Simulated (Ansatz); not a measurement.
# F₂GeH₆Si₂: up Jacob's ladder to CCSD(T)

The task here is to estimate one member of a computed series from the others.

Program: Ansatz 0.2.0, Gaussian basis. Level of theory: functionals in def2-TZVPP, the program's frozen cores in correlated methods. These are calculated values, not measurements.

Levels to be run: LDA (SPW92), PBE-D4, revPBE-D4, BLYP-D4, r2SCAN-D4, B97M-V, PBE0-D4, B3LYP-D4, r2SCANh-D4, r2SCAN0-D4, HSE06-D4, BHLYP-D4, CAM-B3LYP-D4, LC-ωPBE, ωB97X-V, ωB97M-V, B2PLYP, PBE-QIDH; CCSD(T)/def2-SVP; CCSD(T)/def2-TZVPP; MP2/def2-QZVPP; extrapolation to the limit; RPA on PBE.

### The relaxed structure

The geometry comes from an earlier relaxation with PBE0-D4 in a triple-zeta def2 set; it is a stationary point, not always the lowest conformer.

SMILES `[F][Ge]([F])([SiH3])[SiH3]`, 11 atoms, charge 0, spin multiplicity 1.

Atoms are counted from 1 here; the program's logs count them from 0.

Bond lengths: F1–Ge2 1.745 Å, Ge2–F3 1.745 Å, Ge2–Si4 2.396 Å, Ge2–Si5 2.396 Å, Si4–H6 1.485 Å, Si4–H7 1.485 Å, Si4–H8 1.483 Å, Si5–H9 1.485 Å, Si5–H10 1.483 Å, Si5–H11 1.485 Å. Angles: F1–Ge2–F3 103.2°, F1–Ge2–Si4 106.7°, F1–Ge2–Si5 106.7°, F3–Ge2–Si4 106.7°, F3–Ge2–Si5 106.7°, Si4–Ge2–Si5 124.9°, Ge2–Si4–H6 108.4°, Ge2–Si4–H7 108.4°, Ge2–Si4–H8 109.0°, H6–Si4–H7 109.7°, H6–Si4–H8 110.7°, H7–Si4–H8 110.7°, Ge2–Si5–H9 108.4°, Ge2–Si5–H10 109.0°, Ge2–Si5–H11 108.4°, H9–Si5–H10 110.7°, H9–Si5–H11 109.7°, H10–Si5–H11 110.7°.

Coordinates:

```xyz
11
charge 0, multiplicity 1
F     0.56405   -2.14942   -0.50774
Ge    0.20417   -0.64454    0.29897
F     0.43128   -1.03255    1.98504
Si   -2.13882   -0.24378   -0.00558
Si    1.94749    0.88871   -0.29508
H    -2.50987    0.97308    0.76018
H    -2.39220   -0.02053   -1.45152
H    -2.89654   -1.42099    0.48299
H     1.74171    2.14907    0.46251
H     3.25794    0.28279    0.04292
H     1.85609    1.16107   -1.75189
```

Set-up of the first run:

The input, in.yaml:

```yaml
crystal:
  periodic: [false, false, false]
  atoms:
    - {symbol: F, position_ang: [0.564050, -2.149425, -0.507742]}
    - {symbol: Ge, position_ang: [0.204174, -0.644539, 0.298968]}
    - {symbol: F, position_ang: [0.431275, -1.032554, 1.985039]}
    - {symbol: Si, position_ang: [-2.138817, -0.243781, -0.005575]}
    - {symbol: Si, position_ang: [1.947491, 0.888711, -0.295079]}
    - {symbol: H, position_ang: [-2.509872, 0.973078, 0.760184]}
    - {symbol: H, position_ang: [-2.392197, -0.020526, -1.451521]}
    - {symbol: H, position_ang: [-2.896541, -1.420987, 0.482988]}
    - {symbol: H, position_ang: [1.741705, 2.149072, 0.462508]}
    - {symbol: H, position_ang: [3.257938, 0.282785, 0.042915]}
    - {symbol: H, position_ang: [1.856093, 1.161066, -1.751886]}
basis:
  gaussian: {orbitals: def2-TZVPP}
hamiltonian: {xc: lda}
output: {orbitals: {seedname: orbitals}}
```

The run is started by

```console
ansatz run in.yaml --threads 4 --pin off --events-out ev --progress --plain --max-ram 11315MiB
```

Among the steps run: LDA; PBE-D4 (GGA); revPBE-D4 (GGA); BLYP-D4 (GGA); r2SCAN-D4 (meta-GGA); B97M-V (meta-GGA); PBE0-D4 (hybrid); B3LYP-D4 (hybrid); r2SCANh-D4 (hybrid); r2SCAN0-D4 (hybrid); HSE06-D4 (hybrid); BHLYP-D4 (hybrid); CAM-B3LYP-D4 (range-separated); LC-ωPBE (range-separated); ωB97X-V (range-separated); ωB97M-V (range-separated); B2PLYP (double hybrid); PBE-QIDH (double hybrid).

One table of the session follows, with a row left open; its other results are not shown here.

It belongs to the step «Orbital energies across the functionals». 

```
  functional  HOMO (eV)  gap (eV)
 LDA (SPW92)      -6.98      5.02
      PBE-D4      -6.86      5.11
   revPBE-D4      -6.81      5.16
     BLYP-D4      -6.72      5.13
   r2SCAN-D4      -7.14      5.59
      B97M-V          ?         ?
     PBE0-D4      -8.02      7.04
    B3LYP-D4      -7.81      6.67
  r2SCANh-D4      -7.56      6.28
  r2SCAN0-D4      -8.20      7.32
    HSE06-D4      -7.64      6.28
    BHLYP-D4      -9.06      8.94
CAM-B3LYP-D4      -9.24      9.30
     LC-ωPBE     -10.49     11.63
     ωB97X-V     -10.19     11.20
     ωB97M-V      -9.97     10.73
```

Estimate the missing values for B97M-V.

The run gave: HOMO (eV): -7.30; gap (eV): 5.58. In the column «HOMO (eV)» it lies between r2SCANh-D4 (-7.56) and r2SCAN-D4 (-7.14).
